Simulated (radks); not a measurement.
# Mo²⁺ in [Kr] 4d4: an all-electron calculation

An exercise on one series of results from a longer session: the logs are not shown, and one member is left open.

The numbers are computed with radks (a radial shooting solver on a logarithmic mesh, Libxc functionals) version 1 (Dirac Kohn-Sham, PBE, spin-unpolarised, spherical densities, finite nucleus; open shells fill j = l - 1/2 first), except any that are marked as measured or tabulated.

## The system

| Quantity | Value |
| --- | --- |
| element | molybdenum (Z = 42) |
| charge | +2 |
| electrons | 40 |
| configuration | [Kr] 4d4 |
| nuclear rms radius | 4.4091 fm |

Set-up of the first run:

Input:

```text
Z 42
configuration [Kr] 4d4
relativity Dirac
functional pbe,pbe
spin unpolarised
j_filling energy
nucleus finite rms 4.4091 fm
c 137.035999084
```

Among the steps run: Self-consistent calculation.

One table of the session follows, with a row left open; its other results are not shown here.

It belongs to the step «Orbitals and density». From the orbitals of this run (lengths in bohr):

```
level      <r>  outermost maximum (interpolated)  90 % within  nodes
1s1/2  0.03517                            0.0229       0.0630      0
2s1/2   0.1534                             0.130        0.237      1
2p1/2   0.1308                             0.101        0.214      0
2p3/2   0.1353                             0.105        0.220      0
3s1/2   0.4287                             0.384        0.634      2
3p1/2   0.4233                             0.371        0.640      1
3p3/2   0.4338                             0.380        0.656      1
3d3/2        ?                                 ?            ?      ?
3d5/2   0.4167                             0.324        0.666      0
4s1/2    1.104                             0.989         1.61      3
4p1/2    1.208                              1.05         1.79      2
4p3/2    1.238                              1.08         1.83      2
4d3/2    1.720                              1.34         2.71      1
4d5/2    1.736                              1.35         2.74      1
```

Q: Estimate the row for 3d3/2 from the others.

**Answer.** <r>: 0.4132; outermost maximum (interpolated): 0.321; 90 % within: 0.661; nodes: 0. In the column «<r>» it lies between 2s1/2 (0.1534) and 3d5/2 (0.4167).

Limits of these values: Spin polarisation and multiplet splitting are left out.
